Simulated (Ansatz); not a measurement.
## Li5Mg, space group P-62m: relaxations under a series of pressures, step by step

Computed with Ansatz 0.2.0 through its Python package.

The cells in order, each with its output:

```python
from dataclasses import dataclass

import ansatz as az
import numpy as np
```

```python
@dataclass(frozen=True)
class RunConfig:
    functional: str = "pbesol"
    occupations: str = "Marzari-Vanderbilt"
    scf_tol: float = 1e-09
```

```python
settings = RunConfig()

def edges_and_angles(cell):
    cell = np.asarray(cell)
    a, b, c = np.linalg.norm(cell, axis=1)
    cosines = cell[1] @ cell[2] / (b * c), cell[0] @ cell[2] / (a * c), cell[0] @ cell[1] / (a * b)
    return (a, b, c, *np.degrees(np.arccos(cosines)))
```

```python
xtal = (
    az.Lattice.of([5.274126, 0.0, 0.0], [-2.637063, 4.567527, 0.0], [0.0, 0.0, 5.053199])
    .atom("Li", [0.332251, 0.0, 0.0])
    .atom("Li", [2 / 3, 1 / 3, 0.5])
    .atom("Li", [0.667749, 0.667749, 0.0])
    .atom("Li", [1 / 3, 2 / 3, 0.5])
    .atom("Li", [0.0, 0.332251, 0.0])
    .atom("Mg", [0.0, 0.0, 0.5])
)
```

```python
model = (
    xtal.calculation()
    .functional(settings.functional)
    .pseudopotentials("paw")
    .kpoints(5)
    .occupations(settings.occupations)
    .scf(tolerance=settings.scf_tol)
)
```

```python
rows = []
for pressure in [0, 10, 20, 30, 40]:
    result = model.relax(cell=True, pressure=pressure, force_tolerance=0.05).run(threads=1, pin="off")
    cell = result.lattice.cell_ang
    n_atoms = len(result.lattice.sites)
    volume = abs(np.linalg.det(cell)) / n_atoms
    enthalpy = result.report["free_energy_ev"] / n_atoms + pressure * volume / 160.21766
    rows.append((pressure, volume, enthalpy, *edges_and_angles(cell)))
    print(f"{pressure} GPa done: {volume:.4f} A^3/atom")

print(" P (GPa)  V (A^3/atom)  H (eV/atom)     a       b       c")
for row in rows:
    print("{:8.1f} {:12.4f} {:14.5f} {:7.4f} {:7.4f} {:7.4f}".format(*row[:6]))
p, v = np.array([row[0] for row in rows], float), np.array([row[1] for row in rows])
print("mean bulk modulus between rows (GPa):", np.round(-np.diff(p) / np.diff(np.log(v)), 1))
```

    DeckWarning: basis.ecutwfc = 420 eV, auto-derived from the records' recommended cutoffs: set by Li (normal level)
    DeckWarning: relax.cell: scf.convergence.dr2_threshold = 1e-9 eV is looser than the 6e-10 eV advised for a relaxation that steers and ends on the stress (1e-10 eV for each atom of the cell: 6). What an SCF threshold leaves in a stress goes as its square root, and in the free energy as the threshold itself, and one [...]
    0 GPa done: 20.0158 A^3/atom
    10 GPa done: 14.4144 A^3/atom
    20 GPa done: 12.2127 A^3/atom
    30 GPa done: 10.8973 A^3/atom
    40 GPa done: 9.9797 A^3/atom
     P (GPa)  V (A^3/atom)  H (eV/atom)     a       b       c
         0.0      20.0158     -487.86706  5.2520  5.2520  5.0275
        10.0      14.4144     -486.83052  4.7135  4.7135  4.4950
        20.0      12.2127     -486.00670  4.4635  4.4635  4.2470
        30.0      10.8973     -485.28835  4.3000  4.3000  4.0832
        40.0       9.9797     -484.63838  4.1778  4.1778  3.9614
    mean bulk modulus between rows (GPa): [ 30.5  60.3  87.7 113.7]

The volume falls from 20.02 Å³ an atom at 0 GPa to 9.98 at 40 GPa, by 50.1 %. Between 0 and 10 GPa, -V dP/dV is about 30 GPa, a mean over that step.

What to keep in mind:
- Absolute energies stand on the zero of these potentials, so only differences at equal settings mean something.
- At a fixed pressure a relaxation lowers the enthalpy F + PV, while F alone can rise.
- For a metal this k-point mesh is coarse: on a finer one energies can move by several to tens of meV an atom and pressures by half a GPa or more, differences at one mesh by less.
- This cell is a computed structure, which may not be the phase found in nature.
- Warnings are shown shortened and without file and line.
- Symmetry holds the cell in this phase, whether or not it is the stable one at each pressure.
- Timing: 77 s on 1 thread of Intel(R) Xeon(R) Platinum 8375C CPU @ 2.90GHz (Ice Lake), on a shared host, peak memory 0.49 GiB.
